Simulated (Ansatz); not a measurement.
# Ga15CN16: the cost of one run

Computed with Ansatz 0.2.0 (DFT, PBE, plane-wave PAW, default files, scalar-relativistic, as far as a step names no other, unless a step's input says otherwise).

The COD entry's cell or inner coordinates are ideal or old and differ from later refinements, so a difference from it is no clean test against experiment.

## Step 1: Starting point

The structure is trigonal, space group P3m1 (No. 156). The conventional cell has a = 6.360 Å, b = 6.360 Å, c = 10.332 Å, α = 90.00°, β = 90.00°, γ = 120.00°. Around C (site symmetry 3m) lie 4 N at 1.94 to 1.95 Å. Ga (site symmetry 3m) is surrounded by 4 N at 1.94 to 1.95 Å. Ga (site symmetry m) is surrounded by 4 N at 1.94 to 1.95 Å. Only part of the 16 independent sites is listed.

Structure file:

```xyz
32
Lattice="6.3600 0.0000 0.0000 -3.1800 5.5079 0.0000 0.0000 0.0000 10.3320" Properties=species:S:1:pos:R:3 pbc="T T T"
C     0.0000    1.8360    0.0000
Ga    0.0000    1.8360    5.1660
Ga   -1.5900    4.5899    0.0000
Ga   -1.5900    4.5899    5.1660
Ga    3.1800    1.8360    0.0000
Ga    3.1800    1.8360    5.1660
Ga    1.5900    4.5899    0.0000
Ga    1.5900    4.5899    5.1660
Ga    1.5900    0.9180    2.5830
Ga    1.5900    0.9180    7.7490
Ga    0.0000    3.6719    2.5830
Ga    0.0000    3.6719    7.7490
Ga    4.7700    0.9180    2.5830
Ga    4.7700    0.9180    7.7490
Ga    3.1800    3.6719    2.5830
Ga    3.1800    3.6719    7.7490
N     0.0000    1.8360    1.9373
N     0.0000    1.8360    7.1033
N    -1.5900    4.5899    1.9373
N    -1.5900    4.5899    7.1033
N     3.1800    1.8360    1.9373
N     3.1800    1.8360    7.1033
N     1.5900    4.5899    1.9373
N     1.5900    4.5899    7.1033
N     1.5900    0.9180    4.5203
N     1.5900    0.9180    9.6863
N     0.0000    3.6719    4.5203
N     0.0000    3.6719    9.6863
N     4.7700    0.9180    4.5203
N     4.7700    0.9180    9.6863
N     3.1800    3.6719    4.5203
N     3.1800    3.6719    9.6863
```

Atom 1 of the input is the impurity.

## Step 2: Gradients at the starting positions

Contents of input.yaml:

```yaml
crystal:
  lattice:
    - [6.36, 0.0, 0.0]
    - [-3.18, 5.507921568, 0.0]
    - [0.0, 0.0, 10.332]
  atoms:
    - { symbol: C, position: [0.1666666666, 0.3333333334, 0.0] }
    - { symbol: Ga, position: [0.1666666666, 0.3333333334, 0.5] }
    - { symbol: Ga, position: [0.1666666666, 0.8333333334, 0.0] }
    - { symbol: Ga, position: [0.1666666666, 0.8333333334, 0.5] }
    - { symbol: Ga, position: [0.6666666666, 0.3333333334, 0.0] }
    - { symbol: Ga, position: [0.6666666666, 0.3333333334, 0.5] }
    - { symbol: Ga, position: [0.6666666666, 0.8333333334, 0.0] }
    - { symbol: Ga, position: [0.6666666666, 0.8333333334, 0.5] }
    - { symbol: Ga, position: [0.3333333334, 0.1666666666, 0.25] }
    - { symbol: Ga, position: [0.3333333334, 0.1666666666, 0.75] }
    - { symbol: Ga, position: [0.3333333334, 0.6666666666, 0.25] }
    - { symbol: Ga, position: [0.3333333334, 0.6666666666, 0.75] }
    - { symbol: Ga, position: [0.8333333334, 0.1666666666, 0.25] }
    - { symbol: Ga, position: [0.8333333334, 0.1666666666, 0.75] }
    - { symbol: Ga, position: [0.8333333334, 0.6666666666, 0.25] }
    - { symbol: Ga, position: [0.8333333334, 0.6666666666, 0.75] }
    - { symbol: "N", position: [0.1666666666, 0.3333333334, 0.1875] }
    - { symbol: "N", position: [0.1666666666, 0.3333333334, 0.6875] }
    - { symbol: "N", position: [0.1666666666, 0.8333333334, 0.1875] }
    - { symbol: "N", position: [0.1666666666, 0.8333333334, 0.6875] }
    - { symbol: "N", position: [0.6666666666, 0.3333333334, 0.1875] }
    - { symbol: "N", position: [0.6666666666, 0.3333333334, 0.6875] }
    - { symbol: "N", position: [0.6666666666, 0.8333333334, 0.1875] }
    - { symbol: "N", position: [0.6666666666, 0.8333333334, 0.6875] }
    - { symbol: "N", position: [0.3333333334, 0.1666666666, 0.4375] }
    - { symbol: "N", position: [0.3333333334, 0.1666666666, 0.9375] }
    - { symbol: "N", position: [0.3333333334, 0.6666666666, 0.4375] }
    - { symbol: "N", position: [0.3333333334, 0.6666666666, 0.9375] }
    - { symbol: "N", position: [0.8333333334, 0.1666666666, 0.4375] }
    - { symbol: "N", position: [0.8333333334, 0.1666666666, 0.9375] }
    - { symbol: "N", position: [0.8333333334, 0.6666666666, 0.4375] }
    - { symbol: "N", position: [0.8333333334, 0.6666666666, 0.9375] }
total_charge: 1
kpoints:
  mp_grid: { grid: [4, 4, 2] }
scf:
  occupations: { method: fermi_dirac, width: 0.01 }
hamiltonian:
  xc: pbe
  pseudopotentials: { kind: paw }
output:
  forces: true
  stress: true
  populations: true
  efg:
    quadrupole_moments_barn: { Ga: 0.107, "N": 0.02044 }
    contact_densities: true
```

Run with:

```sh
ansatz run input.yaml --threads 1 --pin off --max-ram 3072MiB --backend cpu --events-out ev --progress --plain --runs-dir out
```

**Question.** How long does this run take on 1 thread of Arm Neoverse V1, shared host, and how much memory does it need?

About 96 s, with a peak of 0.87 GiB.
